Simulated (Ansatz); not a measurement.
## BeH (charge +1): a scan of the bond length, step by step

Computed with the Ansatz DFT code, driven from Python.

At the Python prompt:
```pycon
>>> from dataclasses import dataclass
>>> import ansatz as az
>>> from ase.data import atomic_masses, atomic_numbers
>>> import numpy as np
>>> @dataclass
... class RunConfig:
...     basis: str = 'def2-SVP'
...     xc: str = 'pbe0'
...     net_charge: int = 1
...
>>> settings = RunConfig()
>>> geometry_ang = [
...     ('Be', (0.0, 0.0, 0.0)),
...     ('H', (0.0, 0.0, 1.38)),
... ]
>>> geometry = az.Crystal.molecule()
>>> for symbol, xyz in geometry_ang:
...     geometry = geometry.atom(symbol, xyz)
...
>>> symbols = [site.symbol for site in geometry.cartesian_sites]
>>> start = np.array([site.position_ang for site in geometry.cartesian_sites])
>>> axis = (start[1] - start[0]) / np.linalg.norm(start[1] - start[0])
>>> moving = [1]
>>> lengths, energies = [1.214, 1.27, 1.325, 1.38, 1.435, 1.49, 1.546, 1.628], []
>>> for length in lengths:
...     xyz = start.copy()
...     xyz[moving] += (length - np.linalg.norm(start[1] - start[0])) * axis
...     point = az.Crystal.molecule()
...     for symbol, place in zip(symbols, xyz):
...         point = point.atom(symbol, place.tolist())
...     model = (
...         point.calculation()
...         .basis(gaussian=settings.basis)
...         .functional(settings.xc)
...         .charge(settings.net_charge)
...     )
...     report = model.run(threads=1).report
...     energies.append(report['free_energy_ev'])
...     print(f'r = {length:6.3f} A  E = {energies[-1]:.5f} eV  <S^2> = {abs(report["mean_field"]["state"]["spin_squared"]):.3f}')
...
r =  1.214 A  E = -405.25931 eV  <S^2> = 0.000
r =  1.270 A  E = -405.35629 eV  <S^2> = 0.000
r =  1.325 A  E = -405.38867 eV  <S^2> = 0.000
r =  1.380 A  E = -405.37196 eV  <S^2> = 0.000
r =  1.435 A  E = -405.31662 eV  <S^2> = 0.000
r =  1.490 A  E = -405.23109 eV  <S^2> = 0.000
r =  1.546 A  E = -405.12003 eV  <S^2> = 0.000
r =  1.628 A  E = -404.92564 eV  <S^2> = 0.000
>>> fit = np.polynomial.Polynomial.fit(lengths, np.array(energies) - min(energies), 4).convert()
>>> roots = [r.real for r in fit.deriv().roots() if abs(r.imag) < 1e-9 and fit.deriv(2)(r.real) > 0]
>>> r_e = min(roots, key=lambda r: abs(r - lengths[int(np.argmin(energies))]))
>>> print(f'minimum of the fit at {r_e:.4f} A, force constant {fit.deriv(2)(r_e):.2f} eV/A^2')
minimum of the fit at 1.3319 A, force constant 15.80 eV/A^2
>>> m1, m2 = (atomic_masses[atomic_numbers[s]] for s in symbols)
>>> mu = m1 * m2 / (m1 + m2)
>>> print(f'harmonic wavenumber {521.4709 * np.sqrt(fit.deriv(2)(r_e) / mu):.0f} 1/cm, rotational constant {16.857629 / (mu * r_e ** 2):.4f} 1/cm')
harmonic wavenumber 2177 1/cm, rotational constant 10.4823 1/cm
```

The lowest point is at 1.325 Å. At the shortest distance (1.21 Å) the energy is 0.13 eV higher, at the longest (1.63 Å) 0.46 eV.

Total energies depend on the basis set; only differences at equal settings carry meaning. The basis set is modest, and single-reference methods fail as a bond breaks. The orbitals are restricted, so S² is zero by construction. Run time: 1.6 s on 1 thread of Arm Neoverse V1, on a shared host, peak memory 0.14 GiB.

(Lines on the test bed's own set-up are left out of the output.)
